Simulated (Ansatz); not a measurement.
**C₂H₃OSi+: single points off equilibrium**

An exercise on one series of results from a longer session: the logs are not shown, and one member is left open.

Program: Ansatz 0.2.0, Gaussian basis. Level of theory: single points in def2-TZVPP. These are calculated values, not measurements.

Correlated methods freeze the cores.

2 further runs of the same task are left out: 2 that didn't finish.

## The starting structure

SMILES `O[CH+]C#[SiH]`, 7 atoms, charge 1, spin multiplicity 1.

Atoms are counted from 1 here; the program's logs count them from 0.

Bond lengths: O1–C2 1.290 Å, O1–H5 0.976 Å, C2–C3 1.300 Å, C2–H6 1.081 Å, C3–Si4 1.638 Å, Si4–H7 1.544 Å. Angles: C2–O1–H5 112.8°, O1–C2–C3 121.3°, O1–C2–H6 121.1°, C3–C2–H6 117.5°, C2–C3–Si4 147.1°, C3–Si4–H7 128.0°.

Geometry (Å):

```xyz
7
charge 1, multiplicity 1
O    -0.8069    1.2236    0.3703
C     0.1615    0.4541    0.7356
C     0.5097   -0.5780    0.0254
Si    0.2670   -1.4571   -1.3358
H    -0.8981    2.0117    0.9381
H     0.7357    0.6633    1.6273
H     1.1182   -2.6263   -1.8763
```

The first run:

Contents of run/in.yaml:

```yaml
crystal:
  periodic: [false, false, false]
  atoms:
    - {symbol: O, position_ang: [-0.806878, 1.223591, 0.370293]}
    - {symbol: C, position_ang: [0.161453, 0.454062, 0.735593]}
    - {symbol: C, position_ang: [0.509716, -0.578022, 0.025384]}
    - {symbol: Si, position_ang: [0.266986, -1.457090, -1.335830]}
    - {symbol: H, position_ang: [-0.898073, 2.011734, 0.938092]}
    - {symbol: H, position_ang: [0.735680, 0.663277, 1.627289]}
    - {symbol: H, position_ang: [1.118232, -2.626291, -1.876334]}
basis:
  gaussian: {orbitals: def2-TZVPP}
total_charge: 1
hamiltonian: {xc: pbe, dispersion: d4}
output: {forces: true}
```

On the command line:

```bash
$ ansatz run in.yaml --threads 2 --pin off --events-out ev --progress --plain --max-ram 3481MiB
```

Among the steps run: PBE-D4/def2-TZVPP; r2SCAN-D4/def2-TZVPP; PBE0-D4/def2-TZVPP; wB97M-V/def2-TZVPP; CCSD(T)/def2-TZVPP.

One of the session's tables, all rows but one given; the rest of the session is left out.

| method | RMS force component (eV/Å) | angle to CCSD(T) forces (°) |
| --- | --- | --- |
| PBE-D4 | 0.945 | 11.2 |
| r2SCAN-D4 | 0.901 | 7.0 |
| PBE0-D4 | ? | ? |
| wB97M-V | 0.916 | 10.1 |
| CCSD(T) | 1.101 | reference |

Estimate the missing values for PBE0-D4.

The run gave: RMS force component (eV/Å): 0.878; angle to CCSD(T) forces (°): 10.0. In the column «RMS force component (eV/Å)» it is the lowest.
